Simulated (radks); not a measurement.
**Ionisation of Lu⁺: one atom, several choices of functional**

An exercise on one series of results from a longer session: the logs are not shown, and one member is left open.

The numbers are computed with radks (a radial shooting solver on a logarithmic mesh, Libxc functionals) version 1 (Dirac Kohn-Sham, spin-unpolarised, spherical densities, point nucleus), except any that are marked as measured or tabulated.

## What is computed

```
element       : lutetium (Z = 71)
charge        : +1
electrons     : 70
configuration : [Xe] 4f14 6s2
ion           : Lu²⁺, [Xe] 4f14 6s1
choices       : PBE; LDA (Slater exchange, Perdew-Zunger correlation); LDA (Slater exchange, Perdew-Wang correlation); revPBE; BP86; SOGGA
```

The outer shells:

Lu⁺
```
[Xe] core
4f [↑↓][↑↓][↑↓][↑↓][↑↓][↑↓][↑↓]
6s [↑↓]
```

Lu²⁺
```
[Xe] core
4f [↑↓][↑↓][↑↓][↑↓][↑↓][↑↓][↑↓]
6s [↑ ]
```

Set-up of the first run:

Input:

```text
Z 71
configuration [Xe] 4f14 6s2
relativity Dirac
functional pbe,pbe
spin unpolarised
j_filling energy
nucleus point
c 137.035999084
```

Among the steps run: PBE: Lu⁺; PBE: Lu²⁺; LDA (Slater exchange, Perdew-Zunger correlation): Lu⁺; LDA (Slater exchange, Perdew-Zunger correlation): Lu²⁺; LDA (Slater exchange, Perdew-Wang correlation): Lu⁺; LDA (Slater exchange, Perdew-Wang correlation): Lu²⁺; revPBE: Lu⁺; revPBE: Lu²⁺; BP86: Lu⁺; BP86: Lu²⁺; SOGGA: Lu⁺; SOGGA: Lu²⁺.

One of the session's tables, all rows but one given; the rest of the session is left out.

| functional | Δ-SCF (eV) | −ε(HOMO) (eV) | <r> HOMO (bohr) |
| --- | --- | --- | --- |
| PBE | 14.269 | 11.046 | 3.267 |
| LDA (Slater exchange, Perdew-Zunger correlation) | ? | ? | ? |
| LDA (Slater exchange, Perdew-Wang correlation) | 14.563 | 11.282 | 3.237 |
| revPBE | 14.151 | 10.968 | 3.277 |
| BP86 | 14.469 | 11.227 | 3.252 |
| SOGGA | 14.157 | 10.971 | 3.264 |

Q: Estimate the row for LDA (Slater exchange, Perdew-Zunger correlation) from the others.

**Answer.** Δ-SCF (eV): 14.569; −ε(HOMO) (eV): 11.289; <r> HOMO (bohr): 3.237. In the column «Δ-SCF (eV)» it is the highest.

Spin polarisation and multiplet splitting are left out, so open shells lie too high by an amount that depends on their filling.
